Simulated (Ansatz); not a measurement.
Crystal: NiMoIrPdW.

```
Ni Mo Pd Ir W
1.0
     4.14670    0.00000    0.00000
    -2.07335    3.59115    0.00000
     0.00000    0.00000    5.41629
Ni Mo Pd Ir W
1 1 1 1 1
Direct
  0.00000 0.00000 0.02221
  0.66667 0.33333 0.45996
  0.33333 0.66667 0.74601
  0.33333 0.66667 0.25641
  0.66667 0.33333 0.99985
```

The cell was built by a generator and needn't be a form met in nature.

| Quantity | Value |
| --- | --- |
| Program | Ansatz 0.2.0 |
| Task | relaxation of cell and atoms |
| Functional | PBE |
| Dispersion | D3(BJ) |
| Potentials or basis | Ansatz PAW |
| Cutoff | 420 eV (not typed: the program's choice for these potentials) |
| k mesh | 5 × 5 × 4 |
| Occupations | fermi-dirac, width 0.05 eV |
| Spin | collinear spin, ferromagnetic start |
| Starting moments | [1.0, 1.0, 0.0, 0.6, 0.0] μB |

At the start: volume 16.13 Å³/atom.

Where does the relaxation end?

It ends after 7 steps and the volume is 15.70 Å³/atom (-2.7 %); space group P3m1 (No. 156, to 0.05 Å); moment 0.00 μB per cell.

Step by step:
| step | energy change (eV) | largest force (eV/Å) | volume (Å³) |
| --- | --- | --- | --- |
| 1 | 0.0000 | 0.1454 | 80.66 |
| 2 | -0.0389 | 0.0405 | 78.68 |
| 3 | -0.0393 | 0.0293 | 78.53 |
| 4 | -0.0396 | 0.0170 | 78.50 |
| 5 | -0.0397 | 0.0165 | 78.50 |
| 6 | -0.0397 | 0.0003 | 78.50 |
| 7 | -0.0388 | 0.0004 | 78.50 |

Final structure:
```
CELL_PARAMETERS angstrom
4.10786 0.00000 0.00000
-2.05393 3.55751 0.00000
0.00000 0.00000 5.37194
ATOMIC_POSITIONS crystal
Ni 0.00000 0.00000 0.01663
Mo 0.66667 0.33333 0.46414
Pd 0.33333 0.66667 0.74550
Ir 0.33333 0.66667 0.25763
W 0.66667 0.33333 0.00054
```

Caveat: the plane-wave basis is chosen anew once the cell has moved, so the energies of steps on either side of that aren't comparable; pairwise dispersion overbinds metals, which lowers pressure and volume; the starting moments weren't kept.
